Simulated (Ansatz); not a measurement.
# CH5OSSi radical: how energies converge with the basis set

An exercise on one series of results from a longer session: the logs are not shown, and one member is left open.

Method: one geometry, several basis sets; program: Ansatz 0.2.0, Gaussian basis.

Plan: PBE0-D4/def2-SVP; ωB97M-V/def2-SVP; PBE0-D4/def2-QZVPP; ωB97M-V/def2-QZVPP; the functionals' def2-TZVPP values are taken from earlier runs.

## The relaxed structure

All runs share one geometry, relaxed beforehand with PBE0-D4 in a triple-zeta def2 set.

SMILES `CO[SiH2][S]`, 9 atoms, charge 0, spin multiplicity 2.

Atoms are counted from 1 here; the program's logs count them from 0.

Bond lengths: C1–O2 1.411 Å, C1–H5 1.091 Å, C1–H6 1.095 Å, C1–H7 1.096 Å, O2–Si3 1.633 Å, Si3–S4 2.116 Å, Si3–H8 1.479 Å, Si3–H9 1.492 Å. Angles: O2–C1–H5 108.1°, O2–C1–H6 111.2°, O2–C1–H7 111.3°, H5–C1–H6 108.9°, H5–C1–H7 108.6°, H6–C1–H7 108.8°, C1–O2–Si3 123.8°, O2–Si3–S4 115.5°, O2–Si3–H8 105.3°, O2–Si3–H9 111.4°, S4–Si3–H8 110.1°, S4–Si3–H9 102.2°, H8–Si3–H9 112.6°.

Set-up of the first run:

Input file in.yaml:

```yaml
crystal:
  periodic: [false, false, false]
  atoms:
    - {symbol: C, position_ang: [-0.871218, 0.978900, 0.439865]}
    - {symbol: O, position_ang: [0.373685, 0.725124, -0.174851]}
    - {symbol: Si, position_ang: [0.914812, -0.769912, -0.548545]}
    - {symbol: S, position_ang: [1.055141, -2.119085, 1.075629]}
    - {symbol: H, position_ang: [-0.965242, 2.056244, 0.580530]}
    - {symbol: H, position_ang: [-0.937769, 0.487623, 1.415746]}
    - {symbol: H, position_ang: [-1.701731, 0.633492, -0.185939]}
    - {symbol: H, position_ang: [2.248186, -0.563003, -1.154499]}
    - {symbol: H, position_ang: [-0.027362, -1.475685, -1.465239]}
basis:
  gaussian: {orbitals: def2-SVP}
magnetization: {spin_polarized: true, initial_magnetization: 1}
hamiltonian: {xc: pbe0, dispersion: d4}
output: {orbitals: {seedname: orbitals}}
```

Launch:

```bash
ansatz run in.yaml --threads 4 --pin off --events-out ev --progress --plain --max-ram 10444MiB
```

Among the steps run: PBE0-D4 in def2-SVP; ωB97M-V in def2-SVP; PBE0-D4 in def2-QZVPP; ωB97M-V in def2-QZVPP.

One of the session's tables, all rows but one given; the rest of the session is left out.

It belongs to the step «Functionals by basis». 

```
functional       basis  HOMO (eV)  LUMO (eV)
   PBE0-D4    def2-SVP      -7.39      -4.47
   PBE0-D4  def2-TZVPP      -7.55      -4.56
   PBE0-D4  def2-QZVPP          ?          ?
   ωB97M-V    def2-SVP      -9.58      -2.36
   ωB97M-V  def2-TZVPP      -9.76      -2.57
   ωB97M-V  def2-QZVPP      -9.80      -2.62
```

Q: Estimate the row for PBE0-D4, def2-QZVPP from the others.

The run gave: HOMO (eV): -7.58; LUMO (eV): -4.59. In the column «HOMO (eV)» it lies between ωB97M-V, def2-SVP (-9.58) and PBE0-D4, def2-TZVPP (-7.55).
